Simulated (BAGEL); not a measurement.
**CH3AlBr (SMILES [CH3][Al][Br]): ROHF/cc-pVDZ (density fitting with qzvpp-jkfit)**

What is the energy change on altering one bond length of CH3AlBr at ROHF/cc-pVDZ (density fitting with qzvpp-jkfit)? 

The calculation is run with BAGEL 1.2.2.

## (1) Starting point

CH3AlBr has 6 atoms, charge 0, and is taken as a doublet. SMILES: `[CH3][Al][Br]`. Geometry: relaxed at PBE0-D4/def2-TZVP.

Bond lengths: C1–Al2 1.965 Å, Al2–Br3 2.287 Å, C1–H4 1.094 Å, C1–H5 1.093 Å, C1–H6 1.094 Å. Angles: C1–Al2–Br3 117.6°, Al2–C1–H4 110.3°, Al2–C1–H5 110.3°, Al2–C1–H6 110.4°, H4–C1–H5 109.1°, H4–C1–H6 107.5°, H5–C1–H6 109.1°.

## (2) A single-point energy at ROHF/cc-pVDZ (density fitting with qzvpp-jkfit)

File job.json:

```json
{ "bagel" : [

{
  "title" : "molecule",
  "basis" : "cc-pvdz.json",
  "df_basis" : "qzvpp-jkfit",
  "angstrom" : true,
  "geometry" : [
    { "atom" : "C", "xyz" : [      -0.392100,       0.512200,      -0.308600 ] },
    { "atom" : "Al", "xyz" : [       1.119900,      -0.742300,      -0.306600 ] },
    { "atom" : "Br", "xyz" : [       1.361500,      -2.105700,       1.514100 ] },
    { "atom" : "H", "xyz" : [      -0.031400,       1.541900,      -0.384000 ] },
    { "atom" : "H", "xyz" : [      -0.975800,       0.403700,       0.608700 ] },
    { "atom" : "H", "xyz" : [      -1.039900,       0.326200,      -1.169800 ] }
  ]
},

{ "title" : "rohf", "nopen" : 1 },

{ "title" : "print", "file" : "orbitals.molden", "orbitals" : true }

]}
```

The basis set cc-pVDZ is read from a file made from the Basis Set Exchange's data (not shown).

Run with:

```console
$ BAGEL_NUM_THREADS=1 BAGEL job.json > job.out
```

The log of the run:

```text
* using 1 threads per process

  ===============================================================
  ===============================================================

  *** Geometry ***

  { "atom" : "C", "xyz" : [     -0.740962,      0.967918,     -0.583169 ] },
  { "atom" : "Al", "xyz" : [      2.116304,     -1.402744,     -0.579390 ] },
  { "atom" : "Br", "xyz" : [      2.572862,     -3.979196,      2.861234 ] },
  { "atom" : "H", "xyz" : [     -0.059337,      2.913769,     -0.725655 ] },
  { "atom" : "H", "xyz" : [     -1.843995,      0.762882,      1.150276 ] },
  { "atom" : "H", "xyz" : [     -1.965126,      0.616429,     -2.210602 ] },

  Number of auxiliary basis functions:      523

  Since a DF basis is specified, we compute 2- and 3-index integrals:
    o Being stored without compression. Storage requirement is 0.023 GB

  Number of basis functions:       74
  Number of electrons      :       57

    * METHOD: MOLECULE                             0.27

  *** Open-shell HF ***

  === Nuclear Repulsion ===
   188.2209329075

      * DIIS with orbital gradients will be used.

  === ROHF iteration (cc-pvdz.json) ===
      0      -2853.83461616          0.02730521           0.16
      1      -2853.93675896          0.01396819           0.16
      2      -2853.95938488          0.00655156           0.15
      3      -2853.96573386          0.00129862           0.16
      4      -2853.96704472          0.00041890           0.16
      5      -2853.96729364          0.00017524           0.15
      6      -2853.96734082          0.00003473           0.16
      7      -2853.96735991          0.00001225           0.16
      8      -2853.96736259          0.00000316           0.16
      9      -2853.96736294          0.00000152           0.16
     10      -2853.96736303          0.00000043           0.16
     11      -2853.96736305          0.00000020           0.16
     12      -2853.96736306          0.00000006           0.16
     13      -2853.96736307          0.00000003           0.16
     14      -2853.96736307          0.00000001           0.15
    * SCF iteration converged.

    * S^2 (ROHF) is 0.7500

    * Permanent dipole moment:
           (    0.179816,    -0.576450,     0.669053) a.u.

    * METHOD: ROHF                                 2.61

    * METHOD: PRINT                                0.01

  ===============================================================
```

Wall time 3.3 s (1 thread of Arm Neoverse V1, shared host); peak memory 0.12 GiB.

## (3) The distorted shape at the same level

File input.json:

```json
{ "bagel": [

{
  "title": "molecule",
  "basis": "cc-pvdz.json",
  "df_basis": "qzvpp-jkfit",
  "angstrom": true,
  "geometry": [
    { "atom": "C", "xyz": [   -1.601699,    1.515799,   -0.310200 ] },
    { "atom": "Al", "xyz": [    1.119900,   -0.742300,   -0.306600 ] },
    { "atom": "Br", "xyz": [    1.361500,   -2.105700,    1.514100 ] },
    { "atom": "H", "xyz": [   -1.240999,    2.545499,   -0.385600 ] },
    { "atom": "H", "xyz": [   -2.185399,    1.407299,    0.607100 ] },
    { "atom": "H", "xyz": [   -2.249499,    1.329799,   -1.171400 ] }
  ]
},
{
  "title": "rohf",
  "nopen": 1
},
{
  "title": "print",
  "file": "orbitals.molden",
  "orbitals": true
}

]}
```

The basis set cc-pVDZ is read from a file made from the Basis Set Exchange's data (not shown).

Run with:

```console
$ BAGEL_NUM_THREADS=1 BAGEL input.json > input.out
```

The log of the run:

```text
* using 1 threads per process

  ===============================================================
  ===============================================================

  *** Geometry ***

  { "atom" : "C", "xyz" : [     -3.026772,      2.864445,     -0.586193 ] },
  { "atom" : "Al", "xyz" : [      2.116304,     -1.402744,     -0.579390 ] },
  { "atom" : "Br", "xyz" : [      2.572862,     -3.979196,      2.861234 ] },
  { "atom" : "H", "xyz" : [     -2.345148,      4.810296,     -0.728678 ] },
  { "atom" : "H", "xyz" : [     -4.129806,      2.659410,      1.147253 ] },
  { "atom" : "H", "xyz" : [     -4.250937,      2.512956,     -2.213625 ] },

  Number of auxiliary basis functions:      523

  Since a DF basis is specified, we compute 2- and 3-index integrals:
    o Being stored without compression. Storage requirement is 0.023 GB

  Number of basis functions:       74
  Number of electrons      :       57

    * METHOD: MOLECULE                             0.26

  *** Open-shell HF ***

  === Nuclear Repulsion ===
   163.9596516451

      * DIIS with orbital gradients will be used.

  === ROHF iteration (cc-pvdz.json) ===
      0      -2853.62462803          0.03412753           0.15
      1      -2853.73000792          0.03240366           0.15
      2      -2853.81963514          0.02004306           0.16
      3      -2853.89398267          0.00396328           0.16
      4      -2853.90957921          0.00225903           0.16
      5      -2853.91475383          0.00088233           0.16
      6      -2853.91561130          0.00028045           0.16
      7      -2853.91561066          0.00013578           0.15
      8      -2853.91558613          0.00005025           0.16
      9      -2853.91562645          0.00001300           0.15
     10      -2853.91561952          0.00000344           0.16
     11      -2853.91561956          0.00000116           0.15
     12      -2853.91561956          0.00000046           0.16
     13      -2853.91561959          0.00000015           0.15
     14      -2853.91561963          0.00000008           0.16
     15      -2853.91561963          0.00000001           0.16
     16      -2853.91561962          0.00000001           0.16
    * SCF iteration converged.

    * S^2 (ROHF) is 0.7500

    * Permanent dipole moment:
           (    0.392765,    -0.641018,     0.493618) a.u.

    * METHOD: ROHF                                 2.87

    * METHOD: PRINT                                0.02

  ===============================================================
```

Wall time 3.3 s (1 thread of Arm Neoverse V1, shared host); peak memory 0.12 GiB.

## (4) Summary of results

Level: ROHF/cc-pVDZ (density fitting with qzvpp-jkfit).

| quantity | value |
| --- | --- |
| first shape: total energy | -2853.96736 Eh |
| first shape: dipole moment | 2.29 D |
| first shape: ⟨S²⟩ | 0.750 |
| distorted shape: total energy | -2853.91562 Eh |
| distorted shape: dipole moment | 2.29 D |
| distorted shape: ⟨S²⟩ | 0.750 |
| energy change with the C1–Al2 bond stretched from 1.965 to 3.536 Å | 1.408 eV |

In words: With the C1–Al2 bond stretched from 1.965 to 3.536 Å the energy rises by 1.41 eV (32 kcal/mol). The first shape isn't relaxed at this level, so the change isn't measured from a minimum.
